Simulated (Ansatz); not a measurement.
# GePH3 (triplet): the correlation ladder, cc-pVTZ

An exercise on one series of results from a longer session: the logs are not shown, and one member is left open.

Method: cc-pVTZ, core rule «outside noble gas», up to 19 orbitals frozen; program: Ansatz 0.2.0, Gaussian basis.

To be run: UHF; CCSD(T) on ROHF; CCSD(T) on UHF; BCCD(T) on ROHF; CCSDT(Q) on ROHF; CCSDT(Q) on UHF; CASSCF and NEVPT2, 12 electrons in 11 orbitals.

2 further runs of the same task are left out: 2 set aside as unsound or not needed.

## The system

The geometry is a PBE0/def2-TZVP stationary point (not a proven minimum) of the parent state, kept for this charge and spin. No spin-orbit coupling is included. The filled d shell of Ge may be among the frozen orbitals whatever the setting's name suggests; the logs give the count.

5 atoms, charge 0, spin multiplicity 3.

Atoms are counted from 1 here; the program's logs count them from 0.

Bond lengths: Ge1–P2 2.302 Å, Ge1–H3 1.594 Å, P2–H4 1.413 Å, P2–H5 1.413 Å. Angles: P2–Ge1–H3 89.1°, Ge1–P2–H4 105.5°, Ge1–P2–H5 103.2°, H4–P2–H5 98.9°.

As a file:

```xyz
5
GeH3P
Ge   -0.0223   -0.0320    0.7184
P     0.0985    0.0269   -1.5802
H     0.0318    1.5606    0.7372
H    -0.8133    1.0286   -1.9817
H    -0.6412   -1.1122   -1.9714
```

Set-up of the first run:

Contents of in.yaml:

```yaml
crystal:
  periodic: [false, false, false]
  atoms:
    - {symbol: Ge, position_ang: [-0.022273, -0.031961, 0.718401]}
    - {symbol: P, position_ang: [0.098532, 0.026889, -1.580154]}
    - {symbol: H, position_ang: [0.031756, 1.560624, 0.737249]}
    - {symbol: H, position_ang: [-0.813254, 1.028626, -1.981686]}
    - {symbol: H, position_ang: [-0.641236, -1.112189, -1.971370]}
basis:
  gaussian: {orbitals: cc-pVTZ}
magnetization: {spin_polarized: true, initial_magnetization: 2}
hamiltonian: {xc: hf}
output: {orbitals: {seedname: orbitals}}
```

Launch:

```
$ ansatz run in.yaml --threads 1 --pin off --events-out ev --progress --plain --max-ram 4096MiB --backend cpu
```

Among the steps run: UHF; CCSD(T) on ROHF; CCSD(T) on UHF; BCCD(T) on ROHF; CCSDT(Q) on ROHF; CCSDT(Q) on UHF; CASSCF and NEVPT2, 12 electrons in 11 orbitals.

One of the session's tables, all rows but one given; the rest of the session is left out.

```
        method  from UCCSDT(Q) (kcal/mol)
          ROHF                    +184.29
           UHF                    +181.57
          RMP2                     +33.85
          UMP2                     +33.35
         RCCSD                      +9.32
         UCCSD                      +8.90
      RCCSD(T)                      +1.70
      UCCSD(T)                      +1.42
       BCCD(T)                      +1.61
        RCCSDT                      +0.69
        UCCSDT                      +0.42
     RCCSDT(Q)                      +0.27
     UCCSDT(Q)                          0
CASSCF valence                          ?
NEVPT2 valence                     +34.55
```

**Question.** Estimate the row for CASSCF valence.

The run gave: from UCCSDT(Q) (kcal/mol): +140.55. In the column «from UCCSDT(Q) (kcal/mol)» it lies between NEVPT2 valence (+34.55) and UHF (+181.57).

Limits of these values: Restricted and unrestricted rows rest on different reference determinants; where their highest levels disagree by more than a few hundredths of an eV, they describe different states and don't form one ladder.
